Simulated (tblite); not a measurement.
# C6H7F3Si: the cost of one run

The runs use tblite 0.8.0 and PySCF 2.14.0, with density-fitted response routines of our own; the level of theory stands in each step. All values are computed, except where a source is named. Atoms count from 0, in the outputs and in this text.

**1. The molecule as given**

17 atoms, charge 0, multiplicity 1; geometry from: force field or distance geometry start.

Bonds of the start (Å): C0–C1 1.23, C1–Si2 1.77, Si2–C3 1.85, C3–C4 1.53, C4–C5 1.51, C5–C6 1.49, C6–F7 1.37, C6–F8 1.41, C6–F9 1.37, C5–Si2 1.87, C0–H10 1.05, Si2–H11 1.46, C3–H12 1.09, C3–H13 1.12, C4–H14 1.11, C4–H15 1.09, C5–H16 1.12.

**2. Relaxing the molecule with GFN2-xTB**

Job settings and geometry (Å):

```
{"job": {"kind": "relax", "xc": "GFN2-xTB", "basis": "xTB"}, "charge": 0, "multiplicity": 1}
C      2.996300    -1.873800     0.274000
C      2.018900    -1.214200    -0.060500
Si     0.600500    -0.278000    -0.550800
C      0.666100     1.513300    -0.085500
C     -0.857200     1.416600     0.073200
C     -0.594500     0.134500     0.823600
C     -1.724300    -0.824300     0.955600
F     -2.597400    -0.536000     1.974700
F     -1.230400    -2.124000     1.188800
F     -2.427400    -0.889500    -0.223200
H      3.827500    -2.455700     0.544100
H     -0.008300    -0.591300    -1.843300
H      0.920800     2.234800    -0.862000
H      1.124000     1.725000     0.915300
H     -1.275200     1.186000    -0.925000
H     -1.334800     2.225900     0.633100
H     -0.111700     0.362900     1.807400
```

The run is started by

```bash
OMP_NUM_THREADS=1 python probes_run.py task.json out
```

The driver reads the jobs from task.json and runs them one after another.

Q: Estimate the wall time and peak memory of this first job on 1 thread of Arm Neoverse N1, shared host.

About 1.9 s, with a peak of 0.18 GiB.
